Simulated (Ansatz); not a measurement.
# GaNH₃ radical (SMILES [NH2][GaH]): one structure at several levels

One table from this session's results is given with a row withheld; the runs are named, their logs left out.

The runs use Ansatz 0.2.0, Gaussian basis; single points in def2-TZVPP.

Correlated methods freeze the cores. Filled d shells of the heavier atoms are correlated. Orbitals are unrestricted.

### Where the work starts

SMILES `[NH2][GaH]`, 5 atoms, charge 0, spin multiplicity 2.

Atoms are counted from 1 here; the program's logs count them from 0.

Bond lengths: N1–Ga2 1.991 Å, N1–H3 0.950 Å, N1–H4 1.003 Å, Ga2–H5 1.708 Å. Angles: Ga2–N1–H3 104.4°, Ga2–N1–H4 116.6°, H3–N1–H4 131.9°, N1–Ga2–H5 117.0°.

Geometry (Å):

| atom | x (Å) | y (Å) | z (Å) |
| --- | --- | --- | --- |
| N1 | -0.1540 | -0.8804 | -0.0996 |
| Ga2 | 0.8551 | 0.7786 | 0.3423 |
| H3 | -0.8610 | -0.5841 | -0.6615 |
| H4 | -0.0944 | -1.6325 | 0.5611 |
| H5 | 0.3857 | 2.2104 | -0.4627 |

The first run:

run/in.yaml

```yaml
crystal:
  periodic: [false, false, false]
  atoms:
    - {symbol: N, position_ang: [-0.154000, -0.880400, -0.099600]}
    - {symbol: Ga, position_ang: [0.855100, 0.778600, 0.342300]}
    - {symbol: H, position_ang: [-0.861000, -0.584100, -0.661500]}
    - {symbol: H, position_ang: [-0.094400, -1.632500, 0.561100]}
    - {symbol: H, position_ang: [0.385700, 2.210400, -0.462700]}
basis:
  gaussian: {orbitals: def2-TZVPP}
magnetization: {spin_polarized: true, initial_magnetization: 1}
correlation: {method: ccsd_t}
scf: {omitted_lower_state_checks: [cluster_reference]}
output: {forces: true}
```

The command line of these runs was not kept.

Among the steps run: CCSD(T)/def2-TZVPP; PBE0-D4/def2-TZVPP; wB97M-V/def2-TZVPP; r2SCAN-D4/def2-TZVPP; PBE-D4/def2-TZVPP; r2SCAN0-D4/def2-TZVPP; B97M-V/def2-TZVPP.

One of the session's tables, all rows but one given; the rest of the session is left out.

| method | RMS force component (eV/Å) | angle to CCSD(T) forces (°) | dipole (D) |
| --- | --- | --- | --- |
| CCSD(T) | 1.806 | reference | 0.69 |
| PBE0-D4 | 1.759 | 1.6 | 0.66 |
| wB97M-V | 1.768 | 0.8 | 0.69 |
| r2SCAN-D4 | 1.753 | 1.2 | 0.71 |
| PBE-D4 | 1.726 | 6.5 | 0.71 |
| r2SCAN0-D4 | 1.774 | 3.5 | 0.68 |
| B97M-V | ? | ? | ? |

Q: Estimate the row for B97M-V from the others.

**Answer.** RMS force component (eV/Å): 1.712; angle to CCSD(T) forces (°): 4.3; dipole (D): 0.79. In the column «RMS force component (eV/Å)» it is the lowest.
